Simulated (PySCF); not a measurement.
# CH9AsOSi2: the cost of one run

Programs: PySCF 2.14.0, with density-fitted response routines of our own. Each step states its level of theory. These are calculated values for one molecule in the gas phase, unless marked as measured. Atoms count from 0, in the outputs and in this text.

## 1. The starting structure

14 atoms, charge 0, multiplicity 1; geometry from: GFN2-xTB.

Bonds of the start (Å): C0–As1 1.98, As1–Si2 2.31, Si2–O3 1.63, O3–Si4 1.62, C0–H5 1.09, C0–H6 1.09, C0–H7 1.09, As1–H8 1.51, Si2–H9 1.47, Si2–H10 1.47, Si4–H11 1.46, Si4–H12 1.46, Si4–H13 1.46.

## 2. TDDFT and polarisability: B3LYP/def2-SVPD

What the job is given:

```
{"job": {"kind": "uv", "xc": "B3LYP", "basis": "def2-SVPD", "nstates": 8, "ntriplets": 3}, "charge": 0, "multiplicity": 1}
C      2.451928     0.607377    -0.432491
As     1.532959    -1.090694    -0.878304
Si    -0.616842    -0.236000    -0.917299
O     -1.035553    -0.161575     0.657253
Si    -2.167209     0.156560     1.768800
H      3.531250     0.499988    -0.545647
H      2.116480     1.433170    -1.057182
H      2.245312     0.850700     0.609666
H      1.675966    -0.923922    -2.373873
H     -0.781393     1.127269    -1.450988
H     -1.610369    -1.078635    -1.595470
H     -2.495836     1.579119     1.688741
H     -1.507307    -0.201244     3.020585
H     -3.340062    -0.667127     1.484042
```

Method: TDDFT B3LYP/def2-SVPD, vertical, gas phase, core orbitals frozen in the response.

Launch:

```console
$ OMP_NUM_THREADS=1 python probes_run.py task.json out
```

One launch serves the whole session: the jobs run in the order shown.

Q: Estimate the wall time and peak memory of this job on 1 thread of Arm Neoverse N1, shared host.

About 78 s, with a peak of 0.83 GiB.
